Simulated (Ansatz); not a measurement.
**C₄H₁₆N₄Si: small, medium and large basis sets**

How large a basis does C₄H₁₆N₄Si need? Two functionals are run in growing sets.

Computed with Ansatz 0.2.0, Gaussian basis. Level: one geometry, several basis sets.

Levels to be run: PBE0-D4/def2-SVP; ωB97M-V/def2-SVP; PBE0-D4/def2-QZVPP; ωB97M-V/def2-QZVPP; the functionals' def2-TZVPP values are taken from earlier runs.

### Step 1. The relaxed structure

All runs share one geometry, relaxed beforehand with PBE0-D4 in a triple-zeta def2 set.

SMILES `CN[Si](NC)(NC)NC`, 25 atoms, charge 0, spin multiplicity 1.

Atoms are counted from 1 here; the program's logs count them from 0.

Bond lengths: C1–N2 1.444 Å, C1–H10 1.092 Å, C1–H11 1.096 Å, C1–H12 1.099 Å, N2–Si3 1.713 Å, N2–H13 1.007 Å, Si3–N4 1.716 Å, Si3–N6 1.715 Å, Si3–N8 1.713 Å, N4–C5 1.445 Å, N4–H14 1.008 Å, C5–H15 1.092 Å, C5–H16 1.095 Å, C5–H17 1.100 Å, N6–C7 1.443 Å, N6–H18 1.007 Å, C7–H19 1.098 Å, C7–H20 1.097 Å and more. Angles: N2–C1–H10 109.1°, N2–C1–H11 111.8°, N2–C1–H12 113.4°, H10–C1–H11 107.3°, H10–C1–H12 107.4°, H11–C1–H12 107.6°, C1–N2–Si3 126.2°, C1–N2–H13 114.2°, Si3–N2–H13 117.6°, N2–Si3–N4 112.0°, N2–Si3–N6 105.2°, N2–Si3–N8 111.2°, N4–Si3–N6 111.4°, N4–Si3–N8 104.5°, N6–Si3–N8 112.8°, Si3–N4–C5 125.2°, Si3–N4–H14 116.6°, C5–N4–H14 113.5° and more.

### Step 2. PBE0-D4 in def2-SVP

in.yaml

```yaml
crystal:
  periodic: [false, false, false]
  atoms:
    - {symbol: C, position_ang: [1.996006, -1.580397, -1.187634]}
    - {symbol: N, position_ang: [1.081842, -1.396085, -0.085471]}
    - {symbol: Si, position_ang: [-0.235679, -0.302848, -0.035243]}
    - {symbol: N, position_ang: [-1.529525, -0.810200, -1.042398]}
    - {symbol: C, position_ang: [-2.783117, -0.109629, -1.204912]}
    - {symbol: N, position_ang: [0.407486, 1.200303, -0.553528]}
    - {symbol: C, position_ang: [1.655493, 1.801373, -0.147991]}
    - {symbol: N, position_ang: [-0.919398, -0.226162, 1.534013]}
    - {symbol: C, position_ang: [-0.396034, 0.527422, 2.647528]}
    - {symbol: H, position_ang: [1.962549, -0.698298, -1.831039]}
    - {symbol: H, position_ang: [3.030658, -1.693537, -0.844191]}
    - {symbol: H, position_ang: [1.756753, -2.452179, -1.812040]}
    - {symbol: H, position_ang: [1.093457, -2.143625, 0.588750]}
    - {symbol: H, position_ang: [-1.287825, -1.389705, -1.830443]}
    - {symbol: H, position_ang: [-3.010569, 0.435190, -0.285828]}
    - {symbol: H, position_ang: [-3.611137, -0.804143, -1.383096]}
    - {symbol: H, position_ang: [-2.779854, 0.618229, -2.029007]}
    - {symbol: H, position_ang: [-0.205562, 1.827604, -1.048088]}
    - {symbol: H, position_ang: [1.529600, 2.633710, 0.557617]}
    - {symbol: H, position_ang: [2.224408, 2.179403, -1.005755]}
    - {symbol: H, position_ang: [2.273653, 1.047133, 0.343527]}
    - {symbol: H, position_ang: [-1.572998, -0.947416, 1.793260]}
    - {symbol: H, position_ang: [0.279052, -0.049575, 3.294453]}
    - {symbol: H, position_ang: [-1.200390, 0.925251, 3.275418]}
    - {symbol: H, position_ang: [0.167733, 1.384081, 2.272200]}
basis:
  gaussian: {orbitals: def2-SVP}
hamiltonian: {xc: pbe0, dispersion: d4}
output: {orbitals: {seedname: orbitals}}
```

On the command line:

```sh
$ ansatz run in.yaml --threads 4 --pin off --events-out ev --progress --plain --max-ram 46080MiB --backend cpu
```

Further steps of the session: ωB97M-V in def2-SVP; PBE0-D4 in def2-QZVPP; ωB97M-V in def2-QZVPP.

Before running them: what should the planned runs give, taken together? Wanted: PBE0-D4: double and triple zeta above quadruple; ωB97M-V: double and triple zeta above quadruple.

**Answer**, as computed:

| quantity | value |
| --- | --- |
| PBE0-D4: double and triple zeta above quadruple | 15.69, 0.90 eV |
| ωB97M-V: double and triple zeta above quadruple | 16.19, 0.85 eV |

PBE0-D4 gains 14.79 eV from double to triple zeta, then 0.90 eV more. These are total energies; as a rule much of such shifts cancels in differences, which this series doesn't test. The LUMO of ωB97M-V is positive and keeps falling with the basis (3.21 to 1.48 eV): an unbound level that the basis holds in place.
